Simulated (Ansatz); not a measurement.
# CH3ClOSn: a ladder of functionals and wavefunction methods

An exercise on one series of results from a longer session: the logs are not shown, and one member is left open.

Program: Ansatz 0.2.0, Gaussian basis. Level of theory: functionals in def2-TZVPP, the program's frozen cores in correlated methods. These are calculated values, not measurements.

The runs, in order: LDA (SPW92), PBE-D4, revPBE-D4, BLYP-D4, r2SCAN-D4, B97M-V, PBE0-D4, B3LYP-D4, r2SCANh-D4, r2SCAN0-D4, HSE06-D4, BHLYP-D4, CAM-B3LYP-D4, LC-ωPBE, ωB97X-V, ωB97M-V, B2PLYP, PBE-QIDH; CCSD(T)/def2-SVP; CCSD(T)/def2-TZVPP; MP2/def2-QZVPP; extrapolation to the limit; RPA on PBE.

**The geometry**

All runs share one geometry, relaxed beforehand with PBE0-D4 in a triple-zeta def2 set. Sn takes the def2 core potential; no spin-orbit term is included.

7 atoms, charge 0, spin multiplicity 1.

Atoms are counted from 1 here; the program's logs count them from 0.

Bond lengths: C1–O2 1.405 Å, C1–H5 1.095 Å, C1–H6 1.095 Å, C1–H7 1.095 Å, O2–Sn3 1.958 Å, Sn3–Cl4 2.388 Å. Angles: O2–C1–H5 109.5°, O2–C1–H6 112.6°, O2–C1–H7 109.5°, H5–C1–H6 108.5°, H5–C1–H7 108.0°, H6–C1–H7 108.5°, C1–O2–Sn3 131.7°, O2–Sn3–Cl4 98.6°.

The first run:

in.yaml

```yaml
crystal:
  periodic: [false, false, false]
  atoms:
    - {symbol: C, position_ang: [0.014514, 0.875606, 0.134193]}
    - {symbol: O, position_ang: [0.763070, 0.070669, -0.741217]}
    - {symbol: Sn, position_ang: [0.759911, -1.861479, -1.057555]}
    - {symbol: Cl, position_ang: [-0.928599, -2.478466, 0.513876]}
    - {symbol: H, position_ang: [-0.540917, 1.623631, -0.441327]}
    - {symbol: H, position_ang: [-0.697492, 0.297400, 0.732248]}
    - {symbol: H, position_ang: [0.690713, 1.404738, 0.813982]}
basis:
  gaussian: {orbitals: def2-TZVPP}
hamiltonian: {xc: lda}
output: {orbitals: {seedname: orbitals}}
```

On the command line:

```console
$ ansatz run in.yaml --threads 4 --pin off --events-out ev --progress --plain --max-ram 10444MiB
```

Among the steps run: LDA; PBE-D4 (GGA); revPBE-D4 (GGA); BLYP-D4 (GGA); r2SCAN-D4 (meta-GGA); B97M-V (meta-GGA); B3LYP-D4 (hybrid); r2SCANh-D4 (hybrid); r2SCAN0-D4 (hybrid); HSE06-D4 (hybrid); BHLYP-D4 (hybrid); CAM-B3LYP-D4 (range-separated); LC-ωPBE (range-separated); ωB97X-V (range-separated); ωB97M-V (range-separated); B2PLYP (double hybrid); PBE-QIDH (double hybrid).

One table of the session follows, with a row left open; its other results are not shown here.

It belongs to the step «Frontier levels by functional». 

```
  functional  HOMO (eV)  LUMO (eV)  gap (eV)
 LDA (SPW92)      -6.80      -3.35      3.45
      PBE-D4      -6.61      -3.11      3.49
   revPBE-D4      -6.54      -3.02      3.52
     BLYP-D4      -6.50      -3.04      3.46
   r2SCAN-D4      -6.91      -3.06      3.85
      B97M-V      -6.86      -3.08      3.78
     PBE0-D4      -7.84      -2.48      5.36
    B3LYP-D4      -7.66      -2.70      4.96
  r2SCANh-D4      -7.38      -2.82      4.57
  r2SCAN0-D4      -8.05      -2.45      5.60
    HSE06-D4          ?          ?         ?
    BHLYP-D4      -8.86      -1.80      7.06
CAM-B3LYP-D4      -9.14      -1.58      7.56
     LC-ωPBE     -10.35      -0.50      9.85
     ωB97X-V     -10.06      -0.60      9.46
     ωB97M-V      -9.98      -0.75      9.24
```

Q: Estimate the row for HSE06-D4 from the others.

As computed: HOMO (eV): -7.44; LUMO (eV): -2.84; gap (eV): 4.60. In the column «HOMO (eV)» it lies between B3LYP-D4 (-7.66) and r2SCANh-D4 (-7.38).
